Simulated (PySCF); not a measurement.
**V: excitation energies in dyall-av2z**

Aim: the excitation energy of vanadium from differences of total energies, at each level of theory, and how far each lands from the tabulated value where there is one.

Program: PySCF 2.14.0. Level of theory: unrestricted determinants in a Gaussian basis, no spin-orbit coupling in the energies. These are calculated values, not measurements, unless marked.

## (1) The atom as given

```
Element                                   : vanadium (Z = 23)
Basis                                     : dyall-av2z (16s12p7d2f, 101 functions)
Hamiltonian                               : the non-relativistic Hamiltonian (point nucleus)
State 1                                   : V: [Ar] 3d3 4s1 4p1, one real determinant (an excited configuration)
State 2                                   : V: [Ar] 3d5, high-spin 6S determinant (an excited configuration)
State 3                                   : V: [Ar] 3d4 4s1, high-spin 6D determinant (an excited configuration)
State 4                                   : V: [Ar] 3d3 4s1 5s1, high-spin 6F determinant (an excited configuration)
Needed too, but not shown                 : V [Ar] 3d3 4s2 (4F)
Methods                                   : CCSD(T)
Core shells frozen in the correlated runs : valence: [Ar] (for V)
```

The outer shells:

V [Ar] 3d3 4s1 4p1
```
[Ar] core
3d [↑ ][↑ ][↑ ][  ][  ]
4s [↑ ]
4p [↑ ][  ][  ]
```

V [Ar] 3d5
```
[Ar] core
3d [↑ ][↑ ][↑ ][↑ ][↑ ]
```

V [Ar] 3d4 4s1
```
[Ar] core
3d [↑ ][↑ ][↑ ][↑ ][  ]
4s [↑ ]
```

V [Ar] 3d3 4s1 5s1
```
[Ar] core
3d [↑ ][↑ ][↑ ][  ][  ]
4s [↑ ]
5s [↑ ]
```

The runs were made by one driver on top of PySCF. The scripts below sum up each run's settings (the driver also hands on starting orbitals that pick excited configurations, and frozen orbitals as a list rather than a count), and the logs come from the driver's own runs. The driver starts from symmetry-adapted Hartree-Fock orbitals, holds the occupation by maximum overlap and uses a logarithmic radial grid for functionals, so a plain start would take other cycles.

The integrals over 101 functions and the set-up took 0.76 s of CPU time.

## (2) V [Ar] 3d3 4s1 4p1: CCSD(T) (valence)

CCSD(T) (valence):

Contents of input.py:

```python
from pyscf import gto, scf, dft, mp, cc
import basis_set_exchange as bse
mol = gto.M(atom="V 0 0 0", charge=0, spin=5, symmetry="D2h",
            basis=gto.basis.parse(bse.get_basis("dyall-av2z", elements=["V"], fmt="nwchem")))
mf = scf.UHF(mol)
mf.irrep_nelec = {'Ag': (4, 3), 'B1g': (1, 0), 'B2g': (1, 0), 'B3g': (1, 0), 'B1u': (2, 2), 'B2u': (3, 2), 'B3u': (2, 2)}
mf.kernel()
mycc = cc.CCSD(mf, frozen=9).run()
mycc.ccsd_t()
```

## (3) V [Ar] 3d5, at CCSD(T) (valence)

CCSD(T) (valence):

Edit input.py of step 2 so:

```diff
@@ -5,3 +5,3 @@
 mf = scf.UHF(mol)
-mf.irrep_nelec = {'Ag': (4, 3), 'B1g': (1, 0), 'B2g': (1, 0), 'B3g': (1, 0), 'B1u': (2, 2), 'B2u': (3, 2), 'B3u': (2, 2)}
+mf.irrep_nelec = {'Ag': (5, 3), 'B1g': (1, 0), 'B2g': (1, 0), 'B3g': (1, 0), 'B1u': (2, 2), 'B2u': (2, 2), 'B3u': (2, 2)}
 mf.kernel()
```

## (4) V [Ar] 3d4 4s1, at CCSD(T) (valence)

CCSD(T) (valence):

input.py is that of step 3.

## (5) V [Ar] 3d3 4s1 5s1: CCSD(T) (valence)

CCSD(T) (valence):

input.py is that of step 4.

What does the calculation give?

As calculated:

```
                               quantity                                                   value
excitation energy, V → [Ar] 3d3 4s1 4p1                   UHF 1.004, CCSD(T) (valence) 1.936 eV
        excitation energy, V → [Ar] 3d5                   UHF 3.467, CCSD(T) (valence) 2.628 eV
    excitation energy, V → [Ar] 3d4 4s1  UHF 0.218, CCSD(T) (valence) 0.377 eV; reference 0.245
excitation energy, V → [Ar] 3d3 4s1 5s1                   UHF 3.438, CCSD(T) (valence) 4.461 eV
```

Accuracy by level (over 1 difference):

| method | mean absolute miss against the measured value (with the measured fine structure taken into account where it is known) (eV) |
| --- | --- |
| UHF | 0.027 |
| MP2 (valence) | 0.045 |
| SCS-MP2 (valence) | 0.697 |
| CCSD (valence) | 0.121 |
| CCSD(T) (valence) | 0.131 |

Against experiment UHF comes closest (off by 0.03 eV), level with MP2 (valence) and SCS-MP2 (valence) is farthest (0.70 eV). In a finite basis a lower level can come nearest by cancelling errors. The basis is finite, and no extrapolation was made.
